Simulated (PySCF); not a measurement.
# CH7FSiSn: the cost of one run

Programs: PySCF 2.14.0, with routines of our own; each step states its level. All values are computed. Atoms count from 0.

## 1. The starting structure

11 atoms, charge 0, multiplicity 1; geometry from: GFN2-xTB.

## 2. Geometry optimisation at PBE0-D3(BJ)/def2-SVP

What the job is given:

```
{"job": {"xc": "PBE0", "basis": "def2-SVP", "d3": "d3bj", "grid": 1, "maxiter": 30, "shake": 0.01, "kind": "geom"}, "charge": 0, "multiplicity": 1}
F      1.920790     1.757350    -0.147420
Sn     1.705390    -0.151330     0.101950
C     -0.298020    -0.563770    -0.650630
Si    -1.637930     0.310840     0.322790
H      3.052290    -0.722840    -0.789770
H      2.030010    -0.264770     1.763790
H     -0.262840    -0.241310    -1.681460
H     -0.395590    -1.634900    -0.636880
H     -1.634480    -0.163600     1.730000
H     -2.927100    -0.103470    -0.301760
H     -1.514410     1.751970     0.273730
```

On the command line:

```console
> OMP_NUM_THREADS=1 python heavy_run.py task.json out
```

This one command runs all jobs of the session in turn.

**Question.** How long does this first job take on 1 thread of Arm Neoverse V2, shared host, and how much memory does it need?

About 23 s, with a peak of 0.45 GiB.
